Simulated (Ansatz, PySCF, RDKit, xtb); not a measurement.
# SnH2ClO+: a search for the lowest isomer

Only the formula SnH2ClO+ is given (charge +1). Aim: find the structure of lowest free energy at 298.15 K, then its properties.

The funnel: GFN2-xTB relaxations, single points with a density functional, relaxations at r2SCAN-D4/def2-SVP, harmonic vibrations, and a last energy at a higher level. All values are calculated.

6 further runs of the same task are left out: 6 set aside as unsound or not needed.

### Step 1. Possible bonding patterns

A program enumerates the bonding patterns with one Lewis structure each (two rings at most, one unusual centre or charged pair), with their diastereomers. O–O, O–halogen and N–halogen bonds and N–N–N chains are not drawn. That gives 3 candidates.

| label | SMILES | spin |
| --- | --- | --- |
| c198 | [OH][SnH+][Cl] | singlet |
| c565 | [OH2+][Sn][Cl] | singlet |
| c797 | [OH2+][Sn][Cl] | triplet |

Candidates are built by distance geometry, with a force field where one applies, in up to four conformers (letters a to d). 16 starts with atoms placed at random are added, to find patterns that the rules miss.

**Question.** With final energies at CCSD(T)/def2-TZVPP, which structure will this search put lowest in free energy, and by what margin?

| quantity | value |
| --- | --- |
| lowest structure found | [OH2+][Sn][Cl], singlet, Cs |
| next finalist | [OH][Sn][ClH] ‡, singlet, 23.2 kcal/mol higher in G |
| share at equilibrium, among the finalists | 100.0 % |
| harmonic wavenumbers, lowest and highest (r2SCAN-D4/def2-SVP) | 127 and 3817 cm⁻¹ |
| rotational constants, same geometry | 0.1948, 0.1094, 0.07004 cm⁻¹ |
| HOMO energy (PBE0/def2-TZVPD) | -13.82 eV |
| LUMO energy (PBE0/def2-TZVPD) | -8.05 eV |
| HOMO–LUMO gap (PBE0/def2-TZVPD) | 5.77 eV |
| lowest excitation (TD-B3LYP/def2-SVPD) | 4.27 eV (f = 0.003) |
| strongest of the states computed, same level | 6.02 eV (f = 0.068) |
| lowest triplet excitation, same level, Tamm-Dancoff | 3.65 eV |
| vertical ionisation energy | 16.08 eV |
| vertical recombination energy (electron added) | 6.10 eV |
| vertical triplet less singlet | +3.63 eV |

The search ends on `[OH2+][Sn][Cl]`. Among the finalists first place is clear (23.2 kcal/mol); structures outside the list aren't covered. r2SCAN-D4/def2-SVP, relaxed, HF/def2-TZVPP and MP2/def2-TZVPP already put its bonding pattern lowest among the structures in one piece. Spin-orbit coupling, which matters for elements this heavy, is left out. Lowest found is not proven lowest: the search is finite, and each finalist counts with one conformer.

‡ marks the bonded skeleton alone, with all bonds drawn single: no Lewis structure was assigned that passes a check against the bond lengths.
